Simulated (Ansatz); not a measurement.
# CH₅AlNO, SMILES C[O][Al][NH2]: a single point in a Gaussian basis

Program: Ansatz's Python interface.

Run as a notebook:

**Cell 1**
```python
import ansatz
```

**Cell 2**
```python
GEOMETRY = """
C     0.82290    1.15800   -0.60910
O     0.84240   -0.16680   -0.93370
Al    0.54220   -1.16540    0.58950
N    -1.12190   -1.66730    1.10180
H     0.93980    1.77810   -1.56850
H     1.57090    1.51100    0.09810
H    -0.20470    1.47770   -0.22580
H    -1.55790   -2.19170    0.29340
H    -1.74530   -0.77980    1.23720
"""
```

**Cell 3**
```python
geometry = ansatz.Crystal.molecule()
for line in GEOMETRY.strip().splitlines():
    symbol, *xyz = line.split()
    geometry = geometry.atom(symbol, [float(v) for v in xyz])
```

**Cell 4**
```python
model = (
    geometry.calculation()
    .basis(gaussian="def2-TZVP")
    .correlation("rpa")
    .spin("collinear", total=1)
)
done = model.run(threads=1, pin="off")
r = done.report
```

**Cell 5**
```python
r["positions_ang"]
```
Output:
```text
[[0.8229, 1.158, -0.6091], [0.8424, -0.1668, -0.9337], [0.5422, -1.1654, 0.5895],
 [-1.1219, -1.6673, 1.1018], [0.9398, 1.7781, -1.5685], [1.5709, 1.511, 0.0981],
 [-0.2047, 1.4777, -0.2258], [-1.5579, -2.1917, 0.2934], [-1.7453, -0.7798, 1.2372]]
```

**Cell 6**
```python
r["published_state_doubts"]
```
Output:
```text
[]
```

**Cell 7**
```python
print("reference energy %16.6f eV" % r["reference_energy_ev"])
print("total energy     %16.6f eV" % r["free_energy_ev"])
print("occupied orbitals outside the frozen core (up, down):", r["n_occupied"], " frozen:", r["n_frozen"], " virtual:", r["n_virtual"])
```
Output:
```text
reference energy    -11213.572795 eV
total energy        -11235.330889 eV
occupied orbitals outside the frozen core (up, down): [12, 11]  frozen: 8  virtual: [140, 141]
```

**Cell 8**
```python
print("correlation energy", round(r["free_energy_ev"] - r["reference_energy_ev"], 5), "eV")
cluster = r["correlation"].get("coupled_cluster")
if cluster:
    print("cycles", cluster["cycles"], " T1 diagnostic", round(cluster["t1_diagnostic"], 4), " largest double", round(cluster["largest_double"], 4))
```
Output:
```text
correlation energy -21.75809 eV
```

Notes:
- Total energies depend on the basis set; only differences at equal settings carry meaning.
- The geometry is a force-field or estimated start, not a minimum of this method, and the basis set is short of its limit.
- The run takes the species as open-shell (spin multiplicity 2), which needn't be its ground state.
- Inner cores stay frozen, so this is valence correlation.
- Finished in 7.4 s on 1 thread of Arm Neoverse V1, on a shared host, peak memory 0.36 GiB.
